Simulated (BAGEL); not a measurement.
# CH4GaN (SMILES C=[N][GaH2]) at HF/6-31G(d) (density fitting with qzvpp-jkfit, spherical functions)

What is the energy change on altering one bond length of CH4GaN at HF/6-31G* (density fitting with qzvpp-jkfit, spherical functions)? 

Program for the calculation: BAGEL 1.2.2.

3 further runs of the same task are left out: 3 that didn't finish. Runs told in other sessions of the task aren't counted.

## Step 1: The structure to begin with

The species is CH4GaN (7 atoms), meant as a singlet with charge 0. As SMILES, `C=[N][GaH2]`. The coordinates come from a PBE0-D4/def2-TZVP relaxation.

Bond lengths: C1–N2 1.242 Å, N2–Ga3 1.803 Å, C1–H4 1.101 Å, C1–H5 1.101 Å, Ga3–H6 1.556 Å, Ga3–H7 1.556 Å. Angles: C1–N2–Ga3 162.6°, N2–C1–H4 123.4°, N2–C1–H5 121.6°, N2–Ga3–H6 115.6°, N2–Ga3–H7 115.6°, H4–C1–H5 115.0°, H6–Ga3–H7 128.6°.

## Step 2: The energy at HF/6-31G(d) (density fitting with qzvpp-jkfit, spherical functions)

calc.json

```json
{ "bagel": [

{
  "title": "molecule",
  "basis": "6-31gs.json",
  "df_basis": "qzvpp-jkfit",
  "angstrom": true,
  "geometry": [
    { "atom": "C", "xyz": [   -1.119700,    0.099100,   -0.980300 ] },
    { "atom": "N", "xyz": [   -0.311300,   -0.140700,   -0.067900 ] },
    { "atom": "Ga", "xyz": [    1.142300,   -0.099700,    0.998500 ] },
    { "atom": "H", "xyz": [   -0.943900,    0.853500,   -1.763300 ] },
    { "atom": "H", "xyz": [   -2.076800,   -0.439300,   -1.060100 ] },
    { "atom": "H", "xyz": [    1.040600,    0.837400,    2.236500 ] },
    { "atom": "H", "xyz": [    2.268800,   -1.110200,    0.636700 ] }
  ]
},
{ "title": "hf" },
{ "title": "print", "file": "orbitals.molden", "orbitals": true }

]}
```

The basis set 6-31G* is read from a file made from the Basis Set Exchange's data (not shown).

Run with:

```
$ BAGEL_NUM_THREADS=1 BAGEL calc.json > calc.out
```

What it wrote:

```text
* using 1 threads per process

  ===============================================================
  ===============================================================

  *** Geometry ***

  { "atom" : "C", "xyz" : [     -2.115926,      0.187272,     -1.852499 ] },
  { "atom" : "N", "xyz" : [     -0.588272,     -0.265884,     -0.128312 ] },
  { "atom" : "Ga", "xyz" : [      2.158634,     -0.188406,      1.886892 ] },
  { "atom" : "H", "xyz" : [     -1.783712,      1.612881,     -3.332154 ] },
  { "atom" : "H", "xyz" : [     -3.924583,     -0.830157,     -2.003299 ] },
  { "atom" : "H", "xyz" : [      1.966449,      1.582457,      4.226372 ] },
  { "atom" : "H", "xyz" : [      4.287411,     -2.097974,      1.203189 ] },

  Number of auxiliary basis functions:      490

  Since a DF basis is specified, we compute 2- and 3-index integrals:
    o Being stored without compression. Storage requirement is 0.018 GB

  Number of basis functions:       68
  Number of electrons      :       48

    * METHOD: MOLECULE                             0.17

  *** RHF ***

  === Nuclear Repulsion ===
   158.6980207690

      * DIIS with orbital gradients will be used.

  === RHF iteration (6-31gs.json) ===
      0      -2017.39218990          0.02224720           0.04
      1      -2017.48201477          0.01695776           0.04
      2      -2017.56467410          0.00180904           0.04
      3      -2017.56628417          0.00063948           0.04
      4      -2017.56642002          0.00014341           0.04
      5      -2017.56643704          0.00007735           0.04
      6      -2017.56644023          0.00003978           0.04
      7      -2017.56644157          0.00000615           0.04
      8      -2017.56644160          0.00000299           0.04
      9      -2017.56644160          0.00000098           0.04
     10      -2017.56644160          0.00000038           0.04
     11      -2017.56644160          0.00000017           0.04
     12      -2017.56644160          0.00000008           0.04
     13      -2017.56644160          0.00000003           0.04
     14      -2017.56644160          0.00000001           0.04
     15      -2017.56644160          0.00000001           0.04
    * SCF iteration converged.

    * Permanent dipole moment:
           (    0.049425,    -0.227640,     0.314766) a.u.

    * METHOD: HF                                   0.72

    * METHOD: PRINT                                0.01

  ===============================================================
```

Run time: 1.1 s. Hardware: 1 thread of Intel Xeon 6975P-C (Granite Rapids), shared host; peak memory 0.1 GiB.

## Step 3: The distorted shape

input.json

```json
{ "bagel": [

{
  "title": "molecule",
  "basis": "6-31gs.json",
  "df_basis": "qzvpp-jkfit",
  "angstrom": true,
  "geometry": [
    { "atom": "C", "xyz": [   -1.207597,   -0.278085,   -0.588816 ] },
    { "atom": "N", "xyz": [   -0.399197,   -0.517885,    0.323584 ] },
    { "atom": "Ga", "xyz": [    1.054403,   -0.476885,    1.389984 ] },
    { "atom": "H", "xyz": [   -0.943900,    0.853500,   -1.763300 ] },
    { "atom": "H", "xyz": [   -2.164697,   -0.816485,   -0.668616 ] },
    { "atom": "H", "xyz": [    0.952703,    0.460215,    2.627984 ] },
    { "atom": "H", "xyz": [    2.180903,   -1.487385,    1.028184 ] }
  ]
},
{
  "title": "hf"
},
{
  "title": "print",
  "file": "orbitals.molden",
  "orbitals": true
}

]}
```

The basis set 6-31G* is read from a file made from the Basis Set Exchange's data (not shown).

Run with:

```
$ BAGEL_NUM_THREADS=1 BAGEL input.json > input.out
```

What it wrote:

```text
* using 1 threads per process

  ===============================================================
  ===============================================================

  *** Geometry ***

  { "atom" : "C", "xyz" : [     -2.282028,     -0.525504,     -1.112701 ] },
  { "atom" : "N", "xyz" : [     -0.754373,     -0.978661,      0.611485 ] },
  { "atom" : "Ga", "xyz" : [      1.992533,     -0.901182,      2.626689 ] },
  { "atom" : "H", "xyz" : [     -1.783712,      1.612881,     -3.332154 ] },
  { "atom" : "H", "xyz" : [     -4.090684,     -1.542933,     -1.263501 ] },
  { "atom" : "H", "xyz" : [      1.800348,      0.869680,      4.966170 ] },
  { "atom" : "H", "xyz" : [      4.121309,     -2.810750,      1.942986 ] },

  Number of auxiliary basis functions:      490

  Since a DF basis is specified, we compute 2- and 3-index integrals:
    o Being stored without compression. Storage requirement is 0.018 GB

  Number of basis functions:       68
  Number of electrons      :       48

    * METHOD: MOLECULE                             0.17

  *** RHF ***

  === Nuclear Repulsion ===
   156.8868609571

      * DIIS with orbital gradients will be used.

  === RHF iteration (6-31gs.json) ===
      0      -2017.31729277          0.02178275           0.04
      1      -2017.39711926          0.01733111           0.04
      2      -2017.48461620          0.00197434           0.04
      3      -2017.48654271          0.00088769           0.04
      4      -2017.48682979          0.00023647           0.04
      5      -2017.48688515          0.00012331           0.04
      6      -2017.48689761          0.00006756           0.04
      7      -2017.48690209          0.00000847           0.04
      8      -2017.48690216          0.00000340           0.04
      9      -2017.48690217          0.00000157           0.04
     10      -2017.48690217          0.00000047           0.04
     11      -2017.48690217          0.00000025           0.04
     12      -2017.48690217          0.00000009           0.04
     13      -2017.48690217          0.00000003           0.04
     14      -2017.48690217          0.00000001           0.04
    * SCF iteration converged.

    * Permanent dipole moment:
           (   -0.020017,     0.099504,    -0.136624) a.u.

    * METHOD: HF                                   0.74

    * METHOD: PRINT                                0.01

  ===============================================================
```

Run time: 1.1 s. Hardware: 1 thread of Intel Xeon 6975P-C (Granite Rapids), shared host; peak memory 0.11 GiB.

## Step 4: Results

At HF/6-31G* (density fitting with qzvpp-jkfit, spherical functions):

```
                                                         quantity           value
                                        first shape: total energy  -2017.56644 Eh
                                       first shape: dipole moment          1.00 D
                                         first shape: HOMO energy        -9.56 eV
                                         first shape: LUMO energy         1.65 eV
                                       first shape: HOMO–LUMO gap        11.21 eV
                                    distorted shape: total energy  -2017.48690 Eh
                                   distorted shape: dipole moment          0.43 D
                                     distorted shape: HOMO energy        -9.12 eV
                                     distorted shape: LUMO energy         1.30 eV
                                   distorted shape: HOMO–LUMO gap        10.42 eV
energy change with the C1–H4 bond stretched from 1.101 to 1.652 Å        2.164 eV
```

In words: With the C1–H4 bond stretched from 1.101 to 1.652 Å the energy rises by 2.16 eV (50 kcal/mol). The first shape isn't relaxed at this level, so the change isn't measured from a minimum.
